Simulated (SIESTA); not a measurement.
# BiTe in SIESTA: the effect of basis

Crystal: BiTe.

```
Bi Te
1.0
     0.00000    3.23500    3.23500
     3.23500    0.00000    3.23500
     3.23500    3.23500    0.00000
Bi Te
1 1
Direct
  0.00000 0.00000 0.00000
  0.50000 0.50000 0.50000
```

Alike in all runs:

```yaml
Program: SIESTA 5.4.2
Task: band structure
Functional: PBEsol
Potentials_or_basis: PseudoDojo 0.4 standard (PBEsol files)
Grid_cutoff: 500 Ry
Energy_shift: 0.003 Ry
k_mesh: 7 × 7 × 7
Occupations: fermi-dirac, width 0.05 eV
Spin: no spin polarisation
```

| basis | pressure (GPa) |
| --- | --- |
| SZ | ? |
| SZP | -0.2 |
| DZ | -0.7 |
| DZP | -0.8 |
| TZP | -0.9 |
| TZDP | -1.2 |

What does the run with basis SZ give?

Pressure 3.1 GPa.

Caveats: the basis of atomic orbitals isn't converged, which shifts pressures, moduli and gaps; the basis has no polarisation orbitals (some runs).
